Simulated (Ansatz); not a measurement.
The same path of a periodic cell of 17 atoms, Na$_{9}$Cl$_{8}$ (host NaCl, host structure Fm-3m, interstitial Na) was run twice with different band settings. Lost on the way: Na1–Na17, Na3–Na17, Cl8–Na17, Cl12–Na17. Made: Cl6–Na17, Cl10–Na17, Na13–Na17, Na15–Na17.

Theory: Ansatz 0.2.0, DFT PBE, scalar-relativistic, plane waves, PAW. Settings: cutoff 420 eV, k mesh 2x2x2, fermi-dirac smearing 0.02 eV, spin collinear.

Relaxed end points:

```xyz
17
Lattice="0.0000 5.6401 5.6401 5.6401 0.0000 5.6401 5.6401 5.6401 0.0000" Properties=species:S:1:pos:R:3
Na 0.193 0.195 -0.193
Cl 2.769 2.773 2.871
Na 2.634 2.635 -0.183
Cl 5.695 5.700 2.883
Na 2.822 -0.001 2.819
Cl 5.596 2.867 5.684
Na 5.825 2.634 3.008
Cl 8.399 5.698 5.586
Na -0.002 2.823 2.816
Cl 2.866 5.597 5.680
Na 2.645 5.814 2.995
Cl 5.710 8.386 5.570
Na 2.824 2.822 5.642
Cl 5.600 5.596 8.414
Na 5.637 5.635 5.644
Cl 8.503 8.500 8.417
Na 4.255 4.226 1.389
```

```xyz
17
Lattice="0.0000 5.6401 5.6401 5.6401 0.0000 5.6401 5.6401 5.6401 0.0000" Properties=species:S:1:pos:R:3
Na -0.003 -0.004 -0.002
Cl 2.765 2.766 2.760
Na 2.824 2.824 -0.003
Cl 5.690 5.691 2.767
Na 2.821 -0.002 2.822
Cl 5.710 2.753 5.705
Na 5.822 2.639 2.637
Cl 8.505 5.594 5.599
Na -0.002 2.822 2.823
Cl 2.757 5.706 5.700
Na 2.643 5.818 2.641
Cl 5.594 8.505 5.597
Na 2.627 2.628 5.831
Cl 5.599 5.598 8.504
Na 5.828 5.829 5.826
Cl 8.502 8.501 8.506
Na 4.229 4.220 4.255
```

Common settings: movable images 3; climbing image yes; optimiser quadratic models (default); end points relaxed.

| run | spring | start path | force threshold | iteration limit |
| --- | --- | --- | --- | --- |
| 1 | 1.0 eV/Å² | straight line | 0.05 eV/Å | 80 |
| 2 | 5.0 eV/Å² | default | 0.4 eV/Å | 50 |

**Question.** What does each run give, and how far can it be trusted?

**Answer.** Run 1: converged after 5 iterations, highest image 0.471 eV above the first end. By the program's own check the climbing image is of a kind that is not told: the force calls were inconclusive, a negative curvature could not be distinguished from the path's own, the only one lies far off the path, or fixed occupations may fill a level only in part (lowest curvatures found: -1.24 and -0.08 eV/Å²).
Run 2: converged after 3 iterations, highest image 0.520 eV above the first end. The threshold of 0.4 eV/Å is loose, so the images may lie well off the minimum-energy path. The order of the stationary point at the top wasn't checked.
Limits of this set-up: coarse k mesh.
